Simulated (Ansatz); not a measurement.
# Cu7Ni3AgPt4Rh: the cost of one run

Program: Ansatz 0.2.0. Level of theory: DFT PBE, scalar-relativistic, plane waves, PAW. These are calculated values, not measurements.

## 1. Starting point

The cell holds 16 atoms (AgCu7Ni3Pt4Rh): a = 6.495 Å, b = 6.495 Å, c = 6.495 Å, α = 109.47°, β = 109.47°, γ = 109.47°.

The sites of an ideal fcc lattice, at a guessed lattice constant, take 4 Pt, 7 Cu, 1 Ag, 3 Ni, 1 Rh (sublattices apart by semicolons), with a shake of 0.02 Å. Warren-Cowley parameters of the first shell (negative: unlike neighbours preferred): Ag-Cu -0.14, Ag-Ni -0.33, Ag-Pt +0.33, Ag-Rh -0.33, Cu-Ni -0.02, Cu-Pt -0.14. In a cell this small the draw can fall short of the order aimed at.

As a file:

```
CELL_PARAMETERS angstrom
-3.74978 3.74978 -3.74978
3.74978 3.74978 3.74978
3.74978 -3.74978 -3.74978
ATOMIC_POSITIONS crystal
Ni 0.24553 0.24568 0.49700
Ni 0.50127 0.25084 0.25287
Ni 0.74413 0.75027 0.49893
Cu 0.00530 0.25870 0.75108
Cu 0.50114 0.99996 0.49761
Cu 0.99934 0.00564 0.00201
Cu 0.24797 0.50349 0.25472
Cu 0.74946 0.24776 0.00254
Cu 0.49694 0.49603 0.99810
Cu 0.25241 0.75392 0.00138
Rh 0.00385 0.50368 0.50012
Ag 0.74620 0.99840 0.25011
Pt 0.25350 0.99550 0.74785
Pt 0.74353 0.49408 0.75148
Pt 0.49736 0.75056 0.74779
Pt 0.99306 0.74936 0.24844
```

## 2. Relaxing on a coarse mesh

A cheap relaxation: coarse mesh, no symmetry, loose thresholds.

input.yaml reads:

```yaml
crystal:
  lattice:
    - [-3.74977776, 3.74977776, -3.74977776]
    - [3.74977776, 3.74977776, 3.74977776]
    - [3.74977776, -3.74977776, -3.74977776]
  atoms:
    - { symbol: Ni, position: [0.2455260888, 0.2456826844, 0.4969968641], spin: 2.0 }
    - { symbol: Ni, position: [0.5012661695, 0.2508375088, 0.2528687773], spin: 2.0 }
    - { symbol: Ni, position: [0.7441284385, 0.750271907, 0.4989274723], spin: 2.0 }
    - { symbol: Cu, position: [0.005295393, 0.2587007558, 0.7510780461] }
    - { symbol: Cu, position: [0.50113596, 0.9999583969, 0.497609953] }
    - { symbol: Cu, position: [0.999338552, 0.0056352594, 0.0020104504] }
    - { symbol: Cu, position: [0.247969615, 0.5034863866, 0.2547164326] }
    - { symbol: Cu, position: [0.7494557844, 0.2477644074, 0.0025390728] }
    - { symbol: Cu, position: [0.4969424445, 0.4960324083, 0.9980961607] }
    - { symbol: Cu, position: [0.252410832, 0.7539188706, 0.001379186] }
    - { symbol: Rh, position: [0.0038530956, 0.5036788028, 0.500124237] }
    - { symbol: Ag, position: [0.7462012103, 0.9984032845, 0.250110712] }
    - { symbol: Pt, position: [0.2535025402, 0.9955012131, 0.747852908] }
    - { symbol: Pt, position: [0.7435341861, 0.4940842485, 0.7514812952] }
    - { symbol: Pt, position: [0.4973634229, 0.7505614263, 0.7477883073] }
    - { symbol: Pt, position: [0.9930616887, 0.7493615237, 0.2484449843] }
  symmetry: { detect: false }
basis:
  ecutwfc: 420
kpoints:
  mp_grid: { grid: [3, 3, 3], shift: [0.0, 0.0, 0.0] }
hamiltonian:
  xc: pbe
scf:
  occupations: { method: gaussian, width: 0.1 }
  lower_state_search: "off"
output:
  forces: true
  stress: true
  eigenvalues: true
  populations: true
magnetization:
  spin_polarized: true
relax:
  adjacent_minimum: "off"
  f_tol: 0.04
  max_steps: 50
  cell: { stress_tol: 0.3 }
```

Started as:

```sh
$ ansatz run input.yaml --threads 4 --pin off --max-ram 9216MiB --backend cpu --events-out ev --progress --plain --runs-dir out
```

Q: Estimate wall time and peak memory on 4 threads of Arm Neoverse V2, shared host.

About 12 min, with a peak of 1.7 GiB.
